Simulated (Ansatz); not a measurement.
Rb2NaGaCl6, space group Fm-3m, a relaxation of cell and ions

Program: Ansatz 0.2.0 through its Python package.

Notebook, run cell by cell (the value of a cell's last expression is shown):

**Cell 1**
```python
import ansatz as az
from ase import Atoms
from ase.neighborlist import neighbor_list
import matplotlib.pyplot as plt
import numpy as np

def edges_and_angles(cell):
    cell = np.asarray(cell)
    a, b, c = np.linalg.norm(cell, axis=1)
    cosines = cell[1] @ cell[2] / (b * c), cell[0] @ cell[2] / (a * c), cell[0] @ cell[1] / (a * b)
    return (a, b, c, *np.degrees(np.arccos(cosines)))
```

**Cell 2**
```python
system = (
    az.Lattice.of((0.0, 5.1789, 5.1789), (5.1789, 0.0, 5.1789), (5.1789, 5.1789, 0.0))
    .atom("Rb", (0.75, 0.75, 0.75))
    .atom("Rb", (0.25, 0.25, 0.25))
    .atom("Na", (0.5, 0.5, 0.5))
    .atom("Ga", (0.0, 0.0, 0.0))
    .atom("Cl", (0.76834, 0.23166, 0.23166))
    .atom("Cl", (0.23166, 0.23166, 0.76834))
    .atom("Cl", (0.23166, 0.76834, 0.76834))
    .atom("Cl", (0.23166, 0.76834, 0.23166))
    .atom("Cl", (0.76834, 0.23166, 0.76834))
    .atom("Cl", (0.76834, 0.76834, 0.23166))
)
```

**Cell 3**
```python
len(system.resolved().sites)
```
Output:
```text
10
```

**Cell 4**
```python
# only the volume may change
calculation = (
    system.calculation()
    .kpoints(mesh=(3, 3, 3))
    .eigensolver("davidson", mixed_precision=False)
    .basis(420, xc_grid=3)
    .scf(self_checks="high")
    .accuracy("low")
    .occupations(az.OccupationsMethod.FERMI_DIRAC)
    .functional("lda")
    .relax(force_tolerance=0.001, density_extrapolation="none", fix_cell=["shape"], stress_tolerance=0.01)
)
steps = []
```

**Cell 5**
```python
def collect(event):
    if event["event"] == "relax_step":
        steps.append(event["data"])


result = calculation.session().plan().execute(on_event=collect)
rep = result.report
```

**Cell 6**
```python
rep["n_electrons"]
```
Output:
```text
82.0
```

**Cell 7**
```python
for s in steps:
    flag = "" if s["accepted"] else "  (rejected)"
    print("step %2d  E = %.5f eV  Fmax = %.4f eV/A%s" % (s["step"], s["lagrangian_ev"], s["allowed_force_max_ev_ang"], flag))
```
Output:
```text
step  1  E = -17795.40005 eV  Fmax = 0.2451 eV/A
step  2  E = -17795.71606 eV  Fmax = 0.0439 eV/A
step  3  E = -17795.76088 eV  Fmax = 0.1767 eV/A
step  4  E = -17795.78364 eV  Fmax = 0.0988 eV/A
step  5  E = -17795.78603 eV  Fmax = 0.0090 eV/A
step  6  E = -17795.78605 eV  Fmax = 0.0001 eV/A
step  7  E = -17795.78461 eV  Fmax = 0.0002 eV/A
```

**Cell 8**
```python
first, last = steps[0], steps[-1]
symbols = [site.symbol for site in result.lattice.sites]
print(f"energy gained {first['lagrangian_ev'] - last['lagrangian_ev']:.4f} eV in {len(steps) - 1} steps")
for label, vectors in (("before", first["cell_ang"]), ("after", result.lattice.cell_ang)):
    print(label, "a b c (A) {:.4f} {:.4f} {:.4f}  angles {:.2f} {:.2f} {:.2f}".format(*edges_and_angles(vectors)), f" V = {abs(np.linalg.det(vectors)):.3f} A^3")
print("final stress (GPa):", np.round(np.diag(rep["stress_gpa"]), 3) + 0.0)

print("atom   start x y z (A)              end x y z (A)")
for symbol, a, b in zip(symbols, first["positions_ang"], last["positions_ang"]):
    print(f"{symbol:3s}", " ".join(f"{v:8.4f}" for v in a), "  ", " ".join(f"{v:8.4f}" for v in b))

final = Atoms(symbols, positions=last["positions_ang"], cell=result.lattice.cell_ang, pbc=True)
i, j, d = neighbor_list("ijd", final, 4.0)
for atom in range(len(final)):
    near = np.argsort(np.where(i == atom, d, np.inf))[:4]
    print(f"{symbols[atom]}{atom}:", ", ".join(f"{symbols[j[m]]} {d[m]:.3f}" for m in near if i[m] == atom))
```
Output:
```text
energy gained 0.3846 eV in 6 steps
before a b c (A) 7.3241 7.3241 7.3241  angles 60.00 60.00 60.00  V = 277.807 A^3
after a b c (A) 6.9973 6.9973 6.9973  angles 60.00 60.00 60.00  V = 242.253 A^3
final stress (GPa): [0.001 0.001 0.001]
atom   start x y z (A)              end x y z (A)
Rb    7.7683   7.7683   7.7683      7.4217   7.4217   7.4217
Rb    2.5894   2.5894   2.5894      2.4739   2.4739   2.4739
Na    5.1789   5.1789   5.1789      4.9478   4.9478   4.9478
Ga    0.0000   0.0000   0.0000     -0.0000   0.0000  -0.0000
Cl    2.3995   5.1789   5.1789      2.3330   4.9478   4.9478
Cl    5.1789   5.1789   2.3995      4.9478   4.9478   2.3330
Cl    7.9583   5.1789   5.1789      7.5626   4.9478   4.9478
Cl    5.1789   2.3995   5.1789      4.9478   2.3330   4.9478
Cl    5.1789   7.9583   5.1789      4.9478   7.5626   4.9478
Cl    5.1789   5.1789   7.9583      4.9478   4.9478   7.5626
Rb0: Cl 3.501, Cl 3.501, Cl 3.501, Cl 3.501
Rb1: Cl 3.501, Cl 3.501, Cl 3.501, Cl 3.501
Na2: Cl 2.615, Cl 2.615, Cl 2.615, Cl 2.615
Ga3: Cl 2.333, Cl 2.333, Cl 2.333, Cl 2.333
Cl4: Ga 2.333, Na 2.615, Cl 3.299, Cl 3.299
Cl5: Ga 2.333, Na 2.615, Cl 3.299, Cl 3.299
Cl6: Ga 2.333, Na 2.615, Cl 3.299, Cl 3.299
Cl7: Ga 2.333, Na 2.615, Cl 3.299, Cl 3.299
Cl8: Ga 2.333, Na 2.615, Cl 3.299, Cl 3.299
Cl9: Ga 2.333, Na 2.615, Cl 3.299, Cl 3.299
```

**Cell 9**
```python
fig, (top, bottom) = plt.subplots(2, 1, sharex=True, figsize=(4.5, 4))
top.plot([s["lagrangian_ev"] - last["lagrangian_ev"] for s in steps], "o-")
top.set_ylabel("E - E(final) (eV)")
bottom.semilogy([max(s["allowed_force_max_ev_ang"], 1e-6) for s in steps], "s-")
bottom.set(xlabel="step", ylabel="largest force (eV/A)")
fig.tight_layout()
fig.savefig("relax.png", dpi=100)
```

**Cell 10**
```python
n_atoms = len(rep["lattice"]["sites"])
print("F =", round(rep["free_energy_ev"], 4), "eV for", n_atoms, "atoms")
print("E(sigma -> 0) =", round(rep["energy_sigma0_ev"], 4), "eV, TS =", round(rep["entropy_ts_ev"], 5), "eV")
print("closed by", rep["closed_by"], "after", rep["n_iterations"], "iterations")
```
Output:
```text
F = -17795.7846 eV for 10 atoms
E(sigma -> 0) = -17795.7846 eV, TS = 0.0 eV
closed by deck_thresholds after 8 iterations
```

What to keep in mind:
- The settings weren't tested for convergence.
- Energies along a relaxation are free energies. Rows at an unchanged volume are solved on a plane-wave basis chosen afresh for that cell, so the energy jumps there and such rows are no steps of the walk.
- Edges and angles are those of the cell as typed, here a primitive one, not of the conventional cell.
- In a crystal with a gap the Fermi level's place inside it depends on smearing and mesh.
- This cell is a computed structure, which may not be the phase found in nature.
- Hardware and time: 25 s on 1 thread of Intel(R) Xeon(R) 6975P-C (Granite Rapids), with other jobs on the host, peak memory 0.7 GiB.

(Lines on the test bed's own set-up are left out of the output.)
